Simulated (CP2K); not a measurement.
## HfIn4SiO6 in CP2K: the effect of functional

HfIn4SiO6:

```
Hf In Si O
1.0
     5.69869    0.00000    0.00000
    -0.70099    6.10862    0.00000
    -2.71996   -1.39790    6.63735
Hf In Si O
1 4 1 6
Direct
  0.11793 0.01556 0.13292
  0.38842 0.99901 0.72891
  0.75865 0.00842 0.49586
  0.23461 0.48841 0.53300
  0.59649 0.48211 0.20528
  0.86778 0.44029 0.85544
  0.55316 0.38738 0.79290
  0.93454 0.38483 0.65596
  0.98414 0.26218 0.00347
  0.99083 0.69806 0.98452
  0.08665 0.06493 0.39374
  0.48680 0.10883 0.21799
```

The cell was built by a generator and needn't be a form met in nature.

Alike in all runs:

* Program: CP2K 2026.2
* Task: band structure
* Potentials or basis: POTENTIAL_UZH Hf GTH-PBE-q12, In GTH-PBE-q13, Si GTH-PBE-q4, O GTH-PBE-q6; TZVP-MOLOPT-PBE-GTH basis
* Density cutoff: 13606 eV
* k mesh: 5 × 5 × 4
* Occupations: fermi-dirac, width 0.05 eV
* Spin: no spin polarisation

```csv
functional,pressure (GPa),largest force (eV/Å)
LDA,-4.5,0.74
PBEsol,?,?
RPBE,1.4,0.56
```

**Question.** What does the run with functional PBEsol give?

**Answer.** Pressure -3.0 GPa; largest force 0.61 eV/Å.

Caveats: the potentials were made for another functional, which shifts forces and pressure; the basis of atomic orbitals isn't converged, which shifts pressures, moduli and gaps.
